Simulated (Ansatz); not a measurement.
The system is CsLiCr2Te2S3.

```
CELL_PARAMETERS angstrom
3.60358 0.00000 0.00000
-1.80179 3.12079 0.00000
0.00000 0.00000 19.06651
ATOMIC_POSITIONS crystal
Cs 0.00000 0.00000 0.37399
Li 0.66667 0.33333 0.01607
Cr 0.00000 0.00000 0.86637
Cr 0.33333 0.66667 0.16833
Te 0.33333 0.66667 0.53891
Te 0.66667 0.33333 0.77276
S 0.00000 0.00000 0.10030
S 0.33333 0.66667 0.92920
S 0.66667 0.33333 0.23408
```

The cell was built by a generator and needn't be a form met in nature.

Base run:

```yaml
Program: Ansatz 0.2.0
Functional: PBE
Potentials_or_basis: all-electron LAPW, scalar-relativistic
Cutoff: 237 eV
Density_cutoff: 950 eV
Basis_error_allowed: 0.002 eV/atom
k_mesh: 6 × 6 × 2
Occupations: fermi-dirac, width 0.05 eV
Spin: collinear spin, ferromagnetic start
Starting_moments: "[0.0, 0.0, 3.0, 3.0, 0.0, 0.0, 0.0, 0.0, 0.0] μB"
```

Its results: band gap on the k mesh none (metal or under the smearing width); pressure 0.0 GPa; net moment 5.66 μB per cell; site moments Cs +0.00; Li -0.01; Cr +2.83, +2.97; Te -0.00, -0.18; S -0.05, -0.06 μB; largest force 0.080 eV/Å.

Q: After a change of settings the same cell gave: band gap on the k mesh none (metal or under the smearing width); pressure 1.9 GPa; net moment 5.92 μB per cell; site moments Cs -0.00; Li -0.02; Cr +3.30, +3.19; Te -0.01, -0.26; S -0.12, -0.13 μB; largest force 0.584 eV/Å. Which change was it?
A. hubbard terms from none to Cr d U = 6 eV
B. hubbard terms from none to Cr d U = 3 eV
C. basis error allowed from 0.002 eV/atom to 0.001 eV/atom; k mesh from 6 × 6 × 2 to 9 × 9 × 2

A: B.

Caveats: the k mesh is thin for a metal, which can move the energy by tens of meV per atom; only a ferromagnetic start was run, and an antiferromagnetic order may lie lower in energy; the magnetic state may not be the lowest (some runs); U is the effective U less J, on atomic orbitals that reach past the spheres (some runs).

Not every run made on this cell is shown here.
